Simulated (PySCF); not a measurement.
# F4Ga2H2S2 ((F2Ga-mu-SH)2): the cost of one run

Computed with PySCF 2.14.0 and routines of our own; the level stands in each step. Atoms count from 0.

## (1) The system as given

10 atoms, charge 0, multiplicity 1; geometry from: GFN2-xTB.

## (2) Magnetic properties: GIAO B3LYP/def2-SVP

Job settings and geometry (Å):

```
{"job": {"kind": "mag", "xc": "B3LYP", "basis": "def2-SVP"}, "charge": 0, "multiplicity": 1}
Ga    -1.206800    -0.532060    -0.718910
F     -2.057820    -1.940610    -0.093610
F     -1.778440     0.244650    -2.191490
S      1.073670    -1.265240    -0.860490
Ga     1.203700     0.532620     0.723920
F      2.064840     1.938900     0.106930
F      1.765440    -0.253890     2.195520
S     -1.073170     1.275180     0.852780
H      0.870740    -2.148390     0.129960
H     -0.862170     2.148850    -0.144610
```

Method: GIAO B3LYP/def2-SVP magnetisability, rotational g tensor and spin-rotation constants, non-relativistic, gas phase.

Started as:

```bash
OMP_NUM_THREADS=1 python excited_run.py task.json out
```

The driver reads the jobs from task.json and runs them one after another.

**Question.** How long does this first job take on 1 thread of Arm Neoverse V2, shared host, and how much memory does it need?

About 42 s, with a peak of 0.85 GiB.
